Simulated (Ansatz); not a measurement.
# C2H10NPSi: up Jacob's ladder to CCSD(T)

One table from this session's results is given with a row withheld; the runs are named, their logs left out.

Computed with Ansatz 0.2.0, Gaussian basis. Level: functionals in def2-TZVPP, the program's frozen cores in correlated methods.

The runs, in order: PBE-D4, r2SCAN-D4, PBE0-D4, B3LYP-D4, ωB97X-V, ωB97M-V, B2PLYP; CCSD(T)/def2-TZVPP; MP2/def2-QZVPP; extrapolation to the limit.

**The geometry**

All runs share one geometry, relaxed beforehand with PBE0-D4 in a triple-zeta def2 set.

SMILES `C[SiH](C)NP`, 15 atoms, charge 0, spin multiplicity 1.

Atoms are counted from 1 here; the program's logs count them from 0.

Bond lengths: C1–Si2 1.865 Å, C1–H6 1.094 Å, C1–H7 1.093 Å, C1–H8 1.093 Å, Si2–C3 1.867 Å, Si2–N4 1.737 Å, Si2–H9 1.494 Å, C3–H10 1.093 Å, C3–H11 1.093 Å, C3–H12 1.093 Å, N4–P5 1.702 Å, N4–H13 1.007 Å, P5–H14 1.425 Å, P5–H15 1.427 Å. Angles: Si2–C1–H6 110.4°, Si2–C1–H7 111.3°, Si2–C1–H8 111.1°, H6–C1–H7 107.6°, H6–C1–H8 108.3°, H7–C1–H8 108.1°, C1–Si2–C3 111.8°, C1–Si2–N4 110.5°, C1–Si2–H9 107.9°, C3–Si2–N4 107.6°, C3–Si2–H9 109.8°, N4–Si2–H9 109.2°, Si2–C3–H10 111.4°, Si2–C3–H11 110.5°, Si2–C3–H12 111.1°, H10–C3–H11 107.6°, H10–C3–H12 108.3°, H11–C3–H12 107.8° and more.

The first run:

Input file in.yaml:

```yaml
crystal:
  periodic: [false, false, false]
  atoms:
    - {symbol: C, position_ang: [-0.515879, -1.569128, 0.428564]}
    - {symbol: Si, position_ang: [0.497850, -0.066740, -0.009133]}
    - {symbol: C, position_ang: [1.185047, -0.173434, -1.741268]}
    - {symbol: N, position_ang: [-0.472775, 1.370255, 0.084314]}
    - {symbol: P, position_ang: [-1.288192, 1.994995, 1.441059]}
    - {symbol: H, position_ang: [0.106776, -2.467818, 0.407281]}
    - {symbol: H, position_ang: [-0.937831, -1.483668, 1.432713]}
    - {symbol: H, position_ang: [-1.340571, -1.705452, -0.275674]}
    - {symbol: H, position_ang: [1.618526, 0.033069, 0.973993]}
    - {symbol: H, position_ang: [1.785455, 0.706205, -1.986569]}
    - {symbol: H, position_ang: [1.827530, -1.051591, -1.844741]}
    - {symbol: H, position_ang: [0.381905, -0.257807, -2.478235]}
    - {symbol: H, position_ang: [-0.445679, 2.018495, -0.685897]}
    - {symbol: H, position_ang: [-2.085988, 0.874031, 1.811622]}
    - {symbol: H, position_ang: [-0.337973, 1.727886, 2.471370]}
basis:
  gaussian: {orbitals: def2-TZVPP}
hamiltonian: {xc: pbe, dispersion: d4}
output: {forces: true, orbitals: {seedname: orbitals}}
```

Launch:

```sh
$ ansatz run in.yaml --threads 2 --pin off --events-out ev --progress --plain --max-ram 32768MiB --backend cuda --devices 0, --max-vram 18GiB
```

Among the steps run: PBE-D4 (GGA); r2SCAN-D4 (meta-GGA); PBE0-D4 (hybrid); B3LYP-D4 (hybrid); ωB97X-V (range-separated); ωB97M-V (range-separated); B2PLYP (double hybrid); CCSD(T) in def2-TZVPP; MP2 in def2-QZVPP.

One table of the session follows, with a row left open; its other results are not shown here.

It belongs to the step «Atomisation energies». 

```
            method  atomisation energy (kcal/mol)
            PBE-D4                         1265.6
         r2SCAN-D4                         1252.2
           PBE0-D4                         1252.4
          B3LYP-D4                              ?
           ωB97X-V                         1263.8
           ωB97M-V                         1262.5
            B2PLYP                         1240.4
     HF/def2-TZVPP                          918.5
    MP2/def2-TZVPP                         1222.4
   CCSD/def2-TZVPP                         1205.4
CCSD(T)/def2-TZVPP                         1220.0
           MP2/CBS                         1256.4
       CCSD(T)/CBS                         1254.0
```

Estimate the missing values for B3LYP-D4.

The run gave: atomisation energy (kcal/mol): 1259.9. In the column «atomisation energy (kcal/mol)» it lies between MP2/CBS (1256.4) and ωB97M-V (1262.5).

To keep in mind: Free atoms (2 C, 1 Si, 1 N, 1 P, 10 H) were run apart at each level; the atomisation energy is their sum less the molecule, without zero-point or spin-orbit terms.
